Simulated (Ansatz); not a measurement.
# KC2: the cost of one run

Computed with Ansatz 0.2.0 (DFT PBE, scalar-relativistic, plane waves, PAW, unless a step's input says otherwise).

3 further runs of the same task are left out: 3 set aside as unsound or not needed.

## (1) Starting point

It takes space group I4/mmm (No. 139, tetragonal). The conventional cell has a = 4.052 Å, b = 4.052 Å, c = 6.645 Å, α = 90.00°, β = 90.00°, γ = 90.00°. Around K (site symmetry 4/mmm) lie 10 C at 2.70 to 2.93 Å. C (site symmetry 4mm) has 1 C at 1.24 Å as nearest neighbours.

Structure file:

```cif
data_structure
_symmetry_space_group_name_H-M 'P 1'
_symmetry_Int_Tables_number 1
_cell_length_a 4.3870
_cell_length_b 4.3870
_cell_length_c 4.3870
_cell_angle_alpha 124.999
_cell_angle_beta 124.999
_cell_angle_gamma 81.541
_cell_volume 54.54
loop_
_atom_site_label
_atom_site_type_symbol
_atom_site_fract_x
_atom_site_fract_y
_atom_site_fract_z
_atom_site_occupancy
K1 K 0.00000 0.00000 0.00000 1
C1 C 0.59300 0.59300 0.00000 1
C2 C 0.40700 0.40700 0.00000 1
```

This is candidate A: CaC2 type (I4/mmm, No. 139).

(A quick probe on a coarse mesh, which set the mesh and smearing, is not shown.)

## (3) A loose first relaxation (candidate A)

input.yaml

```yaml
crystal:
  lattice:
    - [-2.0257601818, 2.0257601818, 3.3224550025]
    - [2.0257601818, -2.0257601818, 3.3224550025]
    - [2.0257601818, 2.0257601818, -3.3224550025]
  atoms:
    - { symbol: K, position: [0.0, 0.0, 0.0] }
    - { symbol: C, position: [0.593, 0.593, 0.0] }
    - { symbol: C, position: [0.407, 0.407, 0.0] }
basis:
  ecutwfc: 420
kpoints:
  mp_grid: { grid: [6, 6, 6] }
hamiltonian:
  xc: pbe
scf:
  occupations: { method: gaussian, width: 0.1 }
  lower_state_search: "off"
output:
  forces: true
  stress: true
  eigenvalues: true
relax:
  adjacent_minimum: "off"
  f_tol: 0.04
  max_steps: 70
  cell: { stress_tol: 0.4 }
```

The run is started by

```bash
$ ansatz run input.yaml --threads 1 --pin off --max-ram 2560MiB --backend cpu --events-out ev --progress --plain --runs-dir out
```

**Question.** How long does this run take on 1 thread of Intel Xeon 6975P-C (Granite Rapids), shared host, and how much memory does it need?

About 8.7 s, with a peak of 0.38 GiB.
